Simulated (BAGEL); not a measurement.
# CH2F3Si− (SMILES FC(F)(F)[SiH2-]): HF/3-21G (density fitting with qzvpp-jkfit)

Aim: the vertical singlet–triplet gap of CH2F3Si− at HF/3-21G (density fitting with qzvpp-jkfit), from 2 runs. 

The results are computed with BAGEL 1.2.2.

5 further runs of the same task are left out: 4 that didn't finish, 1 set aside as unsound or not needed. Runs told in other sessions of the task aren't counted.

### Step 1. The system as given

CH2F3Si−: 7 atoms, total charge -1, spin state singlet. As SMILES, `FC(F)(F)[SiH2-]`. The shape is that of a GFN2-xTB optimisation.

Bond lengths: F1–C2 1.371 Å, C2–F3 1.370 Å, C2–F4 1.384 Å, C2–Si5 1.939 Å, Si5–H6 1.478 Å, Si5–H7 1.479 Å. Angles: F1–C2–F3 103.8°, F1–C2–F4 103.1°, F1–C2–Si5 113.1°, F3–C2–F4 103.1°, F3–C2–Si5 113.2°, F4–C2–Si5 118.9°, C2–Si5–H6 96.9°, C2–Si5–H7 96.9°, H6–Si5–H7 101.8°.

### Step 2. The energy at HF/3-21G (density fitting with qzvpp-jkfit)

Input file input.json:

```json
{ "bagel" : [

{
  "title" : "molecule",
  "basis" : "3-21g",
  "df_basis" : "qzvpp-jkfit",
  "angstrom" : "true",
  "geometry" : [
    { "atom" : "F", "xyz" : [      -0.076110,      -0.836590,       1.625890 ] },
    { "atom" : "C", "xyz" : [       0.211320,      -0.564140,       0.313850 ] },
    { "atom" : "F", "xyz" : [       0.187870,      -1.794510,      -0.287750 ] },
    { "atom" : "F", "xyz" : [       1.560150,      -0.256110,       0.346720 ] },
    { "atom" : "Si", "xyz" : [      -1.019360,       0.701880,      -0.487250 ] },
    { "atom" : "H", "xyz" : [      -0.560900,       1.891460,       0.260200 ] },
    { "atom" : "H", "xyz" : [      -0.302970,       0.858000,      -1.771660 ] }
  ]
},

{
  "title" : "hf",
  "charge" : -1
},

{
  "title" : "print",
  "file" : "orbitals.molden",
  "orbitals" : "true"
}

]}
```

Run with:

```bash
$ BAGEL_NUM_THREADS=1 BAGEL input.json > input.out
```

Standard output:

```text
* using 1 threads per process

  ===============================================================
  ===============================================================

  *** Geometry ***

  { "atom" : "F", "xyz" : [     -0.143827,     -1.580926,      3.072487 ] },
  { "atom" : "C", "xyz" : [      0.399337,     -1.066070,      0.593091 ] },
  { "atom" : "F", "xyz" : [      0.355023,     -3.391132,     -0.543769 ] },
  { "atom" : "F", "xyz" : [      2.948256,     -0.483978,      0.655206 ] },
  { "atom" : "Si", "xyz" : [     -1.926311,      1.326361,     -0.920769 ] },
  { "atom" : "H", "xyz" : [     -1.059947,      3.574341,      0.491707 ] },
  { "atom" : "H", "xyz" : [     -0.572530,      1.621385,     -3.347952 ] },

  Number of auxiliary basis functions:      470

  Since a DF basis is specified, we compute 2- and 3-index integrals:
    o Being stored without compression. Storage requirement is 0.011 GB

  Number of basis functions:       53
  Number of electrons      :       49

    * METHOD: MOLECULE                             0.17

  *** RHF ***

  === Nuclear Repulsion ===
   237.5404902248

      * DIIS with orbital gradients will be used.

  === RHF iteration (3-21g) ===
      0       -622.72963751          0.02937617           0.05
      1       -622.86534268          0.01745634           0.05
      2       -622.91898487          0.00153270           0.05
      3       -622.92058347          0.00025830           0.05
      4       -622.92063470          0.00007071           0.05
      5       -622.92063764          0.00001876           0.05
      6       -622.92063785          0.00000715           0.05
      7       -622.92063787          0.00000251           0.05
      8       -622.92063788          0.00000047           0.05
      9       -622.92063788          0.00000014           0.05
     10       -622.92063788          0.00000006           0.05
     11       -622.92063788          0.00000002           0.05
     12       -622.92063788          0.00000001           0.05
    * SCF iteration converged.

    * Permanent dipole moment:
           (   -1.164281,     0.802327,    -0.556834) a.u.

    * METHOD: HF                                   0.75

    * METHOD: PRINT                                0.01

  ===============================================================
```

Run time: 1.1 s. Hardware: 1 thread of Arm Neoverse V2, shared host.

### Step 3. The triplet at the same level

Input file job.json:

```json
{ "bagel": [

{
  "title": "molecule",
  "basis": "3-21g",
  "df_basis": "qzvpp-jkfit",
  "angstrom": true,
  "geometry": [
    { "atom": "F", "xyz": [      -0.076110,      -0.836590,       1.625890 ] },
    { "atom": "C", "xyz": [       0.211320,      -0.564140,       0.313850 ] },
    { "atom": "F", "xyz": [       0.187870,      -1.794510,      -0.287750 ] },
    { "atom": "F", "xyz": [       1.560150,      -0.256110,       0.346720 ] },
    { "atom": "Si", "xyz": [      -1.019360,       0.701880,      -0.487250 ] },
    { "atom": "H", "xyz": [      -0.560900,       1.891460,       0.260200 ] },
    { "atom": "H", "xyz": [      -0.302970,       0.858000,      -1.771660 ] }
  ]
},

{ "title": "uhf", "charge": -1, "nopen": 2 },

{ "title": "print", "file": "orbitals.molden", "orbitals": true }

]}
```

Run with:

```bash
$ BAGEL_NUM_THREADS=1 BAGEL job.json > job.out
```

Standard output:

```text
* using 1 threads per process

  ===============================================================
  ===============================================================

  *** Geometry ***

  { "atom" : "F", "xyz" : [     -0.143827,     -1.580926,      3.072487 ] },
  { "atom" : "C", "xyz" : [      0.399337,     -1.066070,      0.593091 ] },
  { "atom" : "F", "xyz" : [      0.355023,     -3.391132,     -0.543769 ] },
  { "atom" : "F", "xyz" : [      2.948256,     -0.483978,      0.655206 ] },
  { "atom" : "Si", "xyz" : [     -1.926311,      1.326361,     -0.920769 ] },
  { "atom" : "H", "xyz" : [     -1.059947,      3.574341,      0.491707 ] },
  { "atom" : "H", "xyz" : [     -0.572530,      1.621385,     -3.347952 ] },

  Number of auxiliary basis functions:      470

  Since a DF basis is specified, we compute 2- and 3-index integrals:
    o Being stored without compression. Storage requirement is 0.011 GB

  Number of basis functions:       53
  Number of electrons      :       49

    * METHOD: MOLECULE                             0.17

  *** Open-shell HF ***

  === Nuclear Repulsion ===
   237.5404902248

      * DIIS with orbital gradients will be used.

  === UHF iteration (3-21g) ===
      0       -622.58695100          0.05671868           0.10
      1       -622.72425936          0.03392106           0.10
      2       -622.76334782          0.01908265           0.10
      3       -622.78004556          0.00138453           0.10
      4       -622.78077079          0.00021302           0.10
      5       -622.78082654          0.00011479           0.10
      6       -622.78085090          0.00005582           0.10
      7       -622.78086125          0.00002836           0.10
      8       -622.78086378          0.00001226           0.10
      9       -622.78086438          0.00000487           0.10
     10       -622.78086441          0.00000199           0.10
     11       -622.78086442          0.00000081           0.10
     12       -622.78086442          0.00000040           0.10
     13       -622.78086442          0.00000015           0.10
     14       -622.78086442          0.00000005           0.10
     15       -622.78086442          0.00000003           0.10
     16       -622.78086442          0.00000001           0.10
     17       -622.78086442          0.00000000           0.10
    * SCF iteration converged.

    * S^2 (UHF) is 2.0082

    * Permanent dipole moment:
           (   -0.693641,     1.216304,    -0.707490) a.u.

    * METHOD: UHF                                  1.87

    * METHOD: PRINT                                0.01

  ===============================================================
```

Wall time 2.2 s (1 thread of Arm Neoverse V2, shared host).

### Step 4. Results

At HF/3-21G (density fitting with qzvpp-jkfit):

```
                                                      quantity          value
                                         singlet: total energy  -622.92064 Eh
                                          singlet: HOMO energy       -2.19 eV
                                          singlet: LUMO energy        9.61 eV
singlet: HOMO–LUMO gap (to an unbound level, set by the basis)       11.80 eV
                                         triplet: total energy  -622.78086 Eh
                                                 triplet: ⟨S²⟩          2.008
              vertical energy of the triplet above the singlet       3.803 eV
```

What this shows: At this shape the triplet lies 3.80 eV (88 kcal/mol) above the singlet. For an anion a state so high probably lies above electron detachment.
